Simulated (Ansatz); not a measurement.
# SnSe: properties at the relaxed cell

An exercise on one series of results from a longer session: the logs are not shown, and one member is left open.

The COD entry's cell or inner coordinates are ideal or old and differ from later refinements, so a difference from it is no clean test against experiment.

Program: Ansatz 0.2.0. Level of theory: DFT PBE+D3(BJ), scalar-relativistic, plane waves, PAW. These are calculated values, not measurements.

## Starting point

Symmetry: Pnma, No. 62, orthorhombic system. Conventional cell: a = 11.482 Å, b = 4.168 Å, c = 4.386 Å, α = 90.00°, β = 90.00°, γ = 90.00°. Around Sn (site symmetry m) lie 3 Se at 2.77 to 2.82 Å. Around Se (site symmetry m) lie 3 Sn at 2.77 to 2.82 Å.

Coordinates:

```
CELL_PARAMETERS angstrom
11.48162 0.00000 0.00000
0.00000 4.16751 0.00000
0.00000 0.00000 4.38632
ATOMIC_POSITIONS crystal
Sn 0.11763 0.25000 0.09534
Sn 0.38237 0.75000 0.59534
Sn 0.61763 0.25000 0.40466
Sn 0.88237 0.75000 0.90466
Se 0.35698 0.25000 0.02303
Se 0.14302 0.75000 0.52303
Se 0.85698 0.25000 0.47697
Se 0.64302 0.75000 0.97697
```

It is the result of an earlier relaxation at this level (volume 26.24 Å³/atom; gap on the mesh: 0.57 eV).

The first run:

The input, input.yaml:

```yaml
crystal:
  lattice:
    - [11.3656330355, 0.0, 0.0]
    - [0.0, 4.125411679, 0.0]
    - [0.0, 0.0, 4.3420138263]
  atoms:
    - { symbol: Sn, position: [0.117625266, 0.25, 0.0953416146] }
    - { symbol: Sn, position: [0.382374734, 0.75, 0.5953416146] }
    - { symbol: Sn, position: [0.617625266, 0.25, 0.4046583854] }
    - { symbol: Sn, position: [0.882374734, 0.75, 0.9046583854] }
    - { symbol: Se, position: [0.3569825005, 0.25, 0.0230334083] }
    - { symbol: Se, position: [0.1430174995, 0.75, 0.5230334083] }
    - { symbol: Se, position: [0.8569825005, 0.25, 0.4769665917] }
    - { symbol: Se, position: [0.6430174995, 0.75, 0.9769665917] }
basis:
  ecutwfc: 420
kpoints:
  mp_grid: { grid: [4, 8, 8] }
hamiltonian:
  xc: pbe
  dispersion: d3bj
scf:
  occupations: { method: gaussian, width: 0.02 }
output:
  forces: true
  stress: true
  eigenvalues: true
relax:
  adjacent_minimum: "off"
  f_tol: 0.01
  max_steps: 30
  cell: { stress_tol: 0.1, fix: [volume] }
```

The run is started by

```bash
$ ansatz run input.yaml --threads 4 --pin off --max-ram 10240MiB --backend cpu --events-out ev --progress --plain --runs-dir out
```

Steps of the session up to this table: Point at V/V0 = 0.97; The cell scaled to 1.03 of its volume; The cell scaled to 0.94 of its volume; The cell scaled to 1.06 of its volume; The cell scaled to 0.91 of its volume; Point at V/V0 = 1.10; Point at V/V0 = 0.88.

One table of the session follows, with a row left open; its other results are not shown here.

It belongs to the step «Energy against volume». 

| volume (Å³/atom) | energy above the lowest point (meV/atom) | pressure (GPa) | gap on the mesh (eV) |
| --- | --- | --- | --- |
| 23.087 | 55.6 | 6.44 | 0.00 |
| 23.874 | ? | ? | ? |
| 24.661 | 12.0 | 2.62 | 0.30 |
| 25.448 | 2.8 | 1.17 | 0.44 |
| 26.236 | 0.0 | 0.00 | 0.57 |
| 27.023 | 2.2 | -0.91 | 0.65 |
| 27.810 | 8.0 | -1.40 | 0.68 |
| 28.859 | 16.5 | -0.97 | 0.72 |

**Question.** Estimate the row for volume (Å³/atom) = 23.874.

Worked estimate for «energy above the lowest point (meV/atom)». A straight line through the neighbours (23.087, 55.6) and (24.661, 12.0) gives 55.6 + (12.0 − 55.6) × (23.874 − 23.087) / (24.661 − 23.087) = 33.8; a parabola fitted to 3 rows on both sides gives 29.6.

As computed: energy above the lowest point (meV/atom): 29.0; pressure (GPa): 4.39; gap on the mesh (eV): 0.16. In «energy above the lowest point (meV/atom)» the line misses by +4.8 and the parabola by +0.6.

To keep in mind: Warnings in the runs' records: dispersion switch in reach.
